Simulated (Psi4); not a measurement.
**One shape, several levels: quartet CH3Cl2Si**

Aim: a comparison of 3 runs (U-r2SCAN/6-31G*, UCAM-B3LYP/6-31G*, UPBE0/6-31G*) of quartet CH3Cl2Si. 

The results are computed with Psi4 1.11.

3 further runs of the same task are left out: 3 that didn't finish.

### 1 The structure to begin with

CH3Cl2Si has 7 atoms, charge 0, and is taken as a quartet. SMILES of the parent species: `[CH2][SiH](Cl)Cl`. The shape is that of a PBE0-D4/def2-TZVP optimisation. This is one conformer, not always the lowest. That shape belongs to the parent species and isn't relaxed for this state.

Bond lengths: C1–Si2 1.823 Å, Si2–Cl3 2.049 Å, Si2–Cl4 2.049 Å, C1–H5 1.085 Å, C1–H6 1.085 Å, Si2–H7 1.475 Å. Angles: C1–Si2–Cl3 110.0°, C1–Si2–Cl4 110.0°, Cl3–Si2–Cl4 107.9°, C1–Si2–H7 112.5°, Cl3–Si2–H7 108.1°, Cl4–Si2–H7 108.2°, Si2–C1–H5 122.1°, Si2–C1–H6 122.1°, H5–C1–H6 115.8°.

### 2 Energy and forces at U-r2SCAN/6-31G(d) (spherical functions) (run 1)

Input file job.in:

```
memory 2200 mb

molecule mol {
  0 4
  C
  Si 1 R2
  Cl 2 R3 1 A3
  Cl 2 R4 1 A4 3 D4
  H 1 R5 2 A5 4 D5
  H 1 R6 5 A6 2 D6
  H 2 R7 1 A7 5 D7

  R2 = 1.822577
  R3 = 2.049014
  A3 = 110.0375
  R4 = 2.048751
  A4 = 109.98181
  D4 = -118.70851
  R5 = 1.084948
  A5 = 122.14119
  D5 = -58.24878
  R6 = 1.085069
  A6 = 115.80329
  D6 = 179.84052
  R7 = 1.475195
  A7 = 112.53432
  D7 = -178.91823
  units angstrom
  symmetry c1
  no_reorient
  no_com
}

set globals {
  basis                6-31G*
  reference            uks
  puream               true
  e_convergence        1e-09
  d_convergence        1e-08
  scf_type             pk
  dft_radial_points    99
  dft_spherical_points 590
  maxiter              100
}

result, w = gradient('r2scan', return_wfn=True)
oeprop(w, 'DIPOLE', 'LOWDIN_CHARGES', 'MAYER_INDICES', title='R2SCAN')
print_variables()
```

Run with:

```console
psi4 job.in job.out -n 1
```

job.out:

```text
[...]
  Running in c1 symmetry.
[...]
  Nuclear repulsion =  261.789124727627154
[...]
  Multiplicity = 4
[...]
  Nalpha       = 30
  Nbeta        = 27
[...]
    Number of basis functions: 74
[...]
   @UKS iter   1: -1249.17603126071776    2.51536e-01   7.92441e-03 ADIIS/DIIS
[...]
   @UKS iter  21: -1249.40843310493278   -2.72848e-12   4.87110e-09 DIIS
[...]
   @S^2 Observed:                3.757909703E+00
[...]
    Orbital Energies [Eh]
    ---------------------
    Alpha Occupied:
       1A   -101.204573     2A   -101.204506     3A    -65.847045
       4A    -10.103370     5A     -9.381784     6A     -9.381755
       7A     -7.125195     8A     -7.125106     9A     -7.123021
      10A     -7.122963    11A     -7.117270    12A     -7.117258
      13A     -5.231541    14A     -3.576821    15A     -3.572532
      16A     -3.570654    17A     -0.828511    18A     -0.804880
      19A     -0.700055    20A     -0.518247    21A     -0.440363
      22A     -0.399006    23A     -0.398472    24A     -0.389909
      25A     -0.341736    26A     -0.331228    27A     -0.327392
      28A     -0.312034    29A     -0.260573    30A     -0.029043
    Alpha Virtual:
[...]
  @UKS Final Energy: -1249.40843310493278
   => Energetics <=
    Nuclear Repulsion Energy =            261.7891247276271542
    One-Electron Energy =               -2246.3039208700574818
    Two-Electron Energy =                 819.0085682657511370
    DFT Exchange-Correlation Energy =     -83.9022052282534645
    Empirical Dispersion Energy =           0.0000000000000000
    VV10 Nonlocal Energy =                  0.0000000000000000
    Total Energy =                      -1249.4084331049327830
[...]
  -Total Gradient:
     Atom            X                  Y                   Z
    ------   -----------------  -----------------  -----------------
       1       -0.010659915490    -0.006081512310     0.017263547468
       2       -0.013307888178    -0.005737422009     0.002760945711
       3       -0.024788283733     0.079690364020    -0.013247805986
       4        0.060370722917    -0.061151196874    -0.014038850131
       5        0.005365815522     0.003035210825    -0.000820894008
       6       -0.003222531410    -0.001851388941     0.005385366507
       7       -0.013388165184    -0.007673880032     0.002486821108
[...]
 Multipole Moments:
 ------------------------------------------------------------------------------------
     Multipole            Electronic (a.u.)      Nuclear  (a.u.)        Total (a.u.)
 ------------------------------------------------------------------------------------
 L = 1.  Multiply by 2.5417464519 to convert [e a0] to [Debye]
 Dipole X            :         -2.7741437            3.1613071            0.3871633
 Dipole Y            :         -1.6378714            1.8689052            0.2310338
 Dipole Z            :          4.6326639           -5.4551992           -0.8225353
 Magnitude           :                                                    0.9379959
[...]
```

It took 2.7 min on 1 thread of Intel Xeon Platinum 8259CL at 2.50GHz (Skylake/Cascade Lake), shared host; peak memory 1.1 GiB.

### 3 A single-point energy at UCAM-B3LYP/6-31G(d) (spherical functions) (run 2)

Input file calc.py:

```python
import psi4

psi4.set_memory('2200 MB')
psi4.set_num_threads(1)
psi4.core.set_output_file('ch3cl2si.out', False)

m = psi4.geometry("""
0 4
C     -1.30901329     1.68676954     0.37322091
Si     0.88117929    -0.94391820    -0.00736993
Cl     3.01184550    -0.44484153    -3.20176297
Cl    -1.08470280    -4.25660810    -0.39533071
H     -2.73575651     2.13009929    -1.03084560
H     -1.26384883     2.91131207     2.01728264
H      2.61632582    -1.21131445     2.15806723
units au
symmetry c1
""")

options = {'basis': '6-31G*', 'reference': 'uks', 'puream': True, 'e_convergence': 1e-09, 'd_convergence': 1e-08, 'scf_type': 'pk', 'dft_radial_points': 99, 'dft_spherical_points': 590, 'maxiter': 100}
psi4.set_options(options)

energy_value = psi4.energy('CAM-B3LYP', molecule=m)
print(f'CAM-B3LYP energy: {energy_value:.10f} Eh')
```

Run with:

```console
python calc.py
```

ch3cl2si.out:

```text
[...]
  Running in c1 symmetry.
[...]
  Nuclear repulsion =  261.789143725078929
[...]
  Multiplicity = 4
[...]
  Nalpha       = 30
  Nbeta        = 27
[...]
    Number of basis functions: 74
[...]
   @UKS iter   1: -1249.39780257705115    2.83493e-03   5.19374e-03 ADIIS/DIIS
[...]
   @UKS iter  38: -1249.49565269367986   -1.31877e-11   4.80413e-09 DIIS
[...]
   @S^2 Observed:                3.758006820E+00
[...]
    Orbital Energies [Eh]
    ---------------------
    Alpha Occupied:
       1A   -101.613029     2A   -101.609670     3A    -66.214834
       4A    -10.309726     5A     -9.548201     6A     -9.544781
       7A     -7.310332     8A     -7.306981     9A     -7.306479
      10A     -7.303765    11A     -7.301510    12A     -7.298242
      13A     -5.382717    14A     -3.743250    15A     -3.740066
      16A     -3.737745    17A     -0.948038    18A     -0.923608
      19A     -0.808069    20A     -0.623709    21A     -0.537716
      22A     -0.490851    23A     -0.489453    24A     -0.482972
      25A     -0.430776    26A     -0.419007    27A     -0.414466
      28A     -0.401854    29A     -0.340003    30A     -0.090211
    Alpha Virtual:
[...]
  @UKS Final Energy: -1249.49565269367986
   => Energetics <=
    Nuclear Repulsion Energy =            261.7891437250789295
    One-Electron Energy =               -2246.3514915925634341
    Two-Electron Energy =                 798.9930498993021502
    DFT Exchange-Correlation Energy =     -63.9263547254974114
    Empirical Dispersion Energy =           0.0000000000000000
    VV10 Nonlocal Energy =                  0.0000000000000000
    Total Energy =                      -1249.4956526936798582
[...]
 Multipole Moments:
 ------------------------------------------------------------------------------------
     Multipole            Electronic (a.u.)      Nuclear  (a.u.)        Total (a.u.)
 ------------------------------------------------------------------------------------
 L = 1.  Multiply by 2.5417464519 to convert [e a0] to [Debye]
 Dipole X            :          1.6127647           -1.9619314           -0.3491667
 Dipole Y            :         -4.2286111            4.9504236            0.7218125
 Dipole Z            :         -3.3122733            3.8587550            0.5464817
 Magnitude           :                                                    0.9703469
[...]
```

Standard output:

```text
CAM-B3LYP energy: -1249.4956526937 Eh
```

Run time: 1.9 min. Hardware: 1 thread of Intel Xeon Platinum 8259CL at 2.50GHz (Skylake/Cascade Lake), shared host; peak memory 0.96 GiB.

### 4 Energy and gradient at UPBE0/6-31G(d) (spherical functions) (run 3)

Input file input.json:

```json
{
  "schema_name": "qcschema_input",
  "schema_version": 1,
  "molecule": {
    "schema_name": "qcschema_molecule",
    "schema_version": 2,
    "symbols": ["C", "Si", "Cl", "Cl", "H", "H", "H"],
    "geometry": [-1.30901329, 1.68676954, 0.37322091, 0.88117929, -0.9439182, -0.00736993, 3.0118455, -0.44484153, -3.20176297, -1.0847028, -4.2566081, -0.39533071, -2.73575651, 2.13009929, -1.0308456, -1.26384883, 2.91131207, 2.01728264, 2.61632582, -1.21131445, 2.15806723],
    "molecular_charge": 0,
    "molecular_multiplicity": 4,
    "fix_symmetry": "c1"
  },
  "driver": "gradient",
  "model": {
    "method": "pbe0",
    "basis": "6-31G*"
  },
  "keywords": {
    "reference": "uks",
    "puream": true,
    "e_convergence": 1e-09,
    "d_convergence": 1e-08,
    "scf_type": "pk",
    "dft_radial_points": 99,
    "dft_spherical_points": 590,
    "maxiter": 100,
    "scf_properties": ["QUADRUPOLE", "DIPOLE", "MAYER_INDICES"]
  }
}
```

Run with:

```console
psi4 --qcschema input.json -n 1 --memory 2200MB
```

stdout, cut to the lines that bear on the results:

```text
[...]
  Running in c1 symmetry.
[...]
  Nuclear repulsion =  261.789143725078929
[...]
  Multiplicity = 4
[...]
  Nalpha       = 30
  Nbeta        = 27
[...]
    Number of basis functions: 74
[...]
   @UKS iter   1: -1248.89581558379268    1.25579e-01   6.20577e-03 DIIS/ADIIS
[...]
   @UKS iter  27: -1249.03467023261123   -2.23054e-10   7.61173e-09 DIIS
[...]
   @S^2 Observed:                3.756497980E+00
[...]
    Orbital Energies [Eh]
    ---------------------
    Alpha Occupied:
       1A   -101.716310     2A   -101.715553     3A    -66.270904
       4A    -10.290419     5A     -9.548605     6A     -9.547753
       7A     -7.281785     8A     -7.280750     9A     -7.278809
      10A     -7.278061    11A     -7.273190    12A     -7.272413
      13A     -5.360172    14A     -3.695479    15A     -3.692732
      16A     -3.690271    17A     -0.890770    18A     -0.867071
      19A     -0.752016    20A     -0.566748    21A     -0.484400
      22A     -0.440536    23A     -0.439987    24A     -0.431381
      25A     -0.382301    26A     -0.370495    27A     -0.365706
      28A     -0.353011    29A     -0.294213    30A     -0.054838
    Alpha Virtual:
[...]
  @UKS Final Energy: -1249.03467023261123
   => Energetics <=
    Nuclear Repulsion Energy =            261.7891437250789295
    One-Electron Energy =               -2246.3685213058370209
    Two-Electron Energy =                 798.6499157483973477
    DFT Exchange-Correlation Energy =     -63.1052084002504827
    Empirical Dispersion Energy =           0.0000000000000000
    VV10 Nonlocal Energy =                  0.0000000000000000
    Total Energy =                      -1249.0346702326110062
[...]
 Multipole Moments:
[...]
  -Total Gradient:
     Atom            X                  Y                   Z
    ------   -----------------  -----------------  -----------------
       1        0.006881417088    -0.016959459515    -0.012879878580
       2       -0.004901547913    -0.005907069020    -0.009341038316
       3       -0.051364312494    -0.033902288133     0.051587645401
       4        0.051915074832     0.063367849785    -0.017234648573
       5        0.001215689753     0.002262316271     0.004586862340
       6        0.001550804200    -0.003824547739    -0.002723414041
       7       -0.005299575330    -0.005031221600    -0.013991100816
[...]
```

The result, in JSON:

```text
{
 "driver": "gradient",
 "model": {
  "method": "pbe0",
  "basis": "6-31G*"
 },
 "success": true,
 "return_result": [0.006881417088332908, -0.016959459515360743, -0.012879878580459869, -0.004901547912882076, -0.005907069020340045, -0.009341038316387345, -0.05136431249368982, -0.03390228813326601, 0.05158764540113016, 0.05191507483232967, 0.06336784978501221, -0.01723464857330394, 0.0012156897534001676, 0.002262316270540868, 0.004586862339850312, 0.001550804199569586, -0.0038245477394801275, -0.0027234140411980245, -0.005299575330263956, -0.005031221599541877, -0.013991100815893873],
 "properties": {
  "calcinfo_nbasis": 74,
  "calcinfo_nmo": 74,
  "calcinfo_nalpha": 30,
  "calcinfo_nbeta": 27,
  "calcinfo_natom": 7,
  "nuclear_repulsion_energy": 261.78914372507893,
  "return_energy": -1249.0346702326112,
  "return_gradient": [0.006881417088332908, -0.016959459515360743, -0.012879878580459869, -0.004901547912882076, -0.005907069020340045, -0.009341038316387345, -0.05136431249368982, -0.03390228813326601, 0.05158764540113016, 0.05191507483232967, 0.06336784978501221, -0.01723464857330394, 0.0012156897534001676, 0.002262316270540868, 0.004586862339850312, 0.001550804199569586, -0.0038245477394801275, -0.0027234140411980245, -0.005299575330263956, -0.005031221599541877, -0.013991100815893873],
  "scf_one_electron_energy": -2246.368521305837,
  "scf_two_electron_energy": 798.6499157483973,
  "scf_xc_energy": -63.10520840025048,
  "scf_dipole_moment": [-0.34219054431134155, 0.7202447720801537, 0.5022623587631259],
  "scf_total_energy": -1249.0346702326112,
  "scf_total_gradient": [0.006881417088332908, -0.016959459515360743, -0.012879878580459869, -0.004901547912882076, -0.005907069020340045, -0.009341038316387345, -0.05136431249368982, -0.03390228813326601, 0.05158764540113016, 0.05191507483232967, 0.06336784978501221, -0.01723464857330394, 0.0012156897534001676, 0.002262316270540868, 0.004586862339850312, 0.001550804199569586, -0.0038245477394801275, -0.0027234140411980245, -0.005299575330263956, -0.005031221599541877, -0.013991100815893873],
  "scf_iterations": 27
 }
}
```

It took 87 s on 1 thread of Intel Xeon Platinum 8259CL at 2.50GHz (Skylake/Cascade Lake), shared host; peak memory 0.93 GiB.

### 5 The series

```
run                                    level      task   energy (Eh)  dipole moment (D)  HOMO energy (eV)   ⟨S²⟩  wall time
  1    U-r2SCAN/6-31G* (spherical functions)  gradient  -1249.408433               2.38             -0.79  3.758    2.7 min
  2  UCAM-B3LYP/6-31G* (spherical functions)    energy  -1249.495653               2.47             -2.45  3.758    1.9 min
  3       UPBE0/6-31G* (spherical functions)  gradient  -1249.034670               2.40             -1.49  3.756       87 s
```

### 6 Results

| quantity | value |
| --- | --- |
| run 3: total energy | -1249.03467 Eh |
| run 3: dipole moment | 2.40 D |
| run 3: HOMO energy (highest over α and β) | -1.49 eV |
| run 3: ⟨S²⟩ | 3.756 |
| run 3: largest force on an atom | 4.305 eV/Å |

The dipole moment (its size) runs from 2.38 D (U-r2SCAN/6-31G*) to 2.47 D (UCAM-B3LYP/6-31G*). Totals of different functionals can't be ranked against each other. All runs together took 6.1 min, the longest 2.7 min.
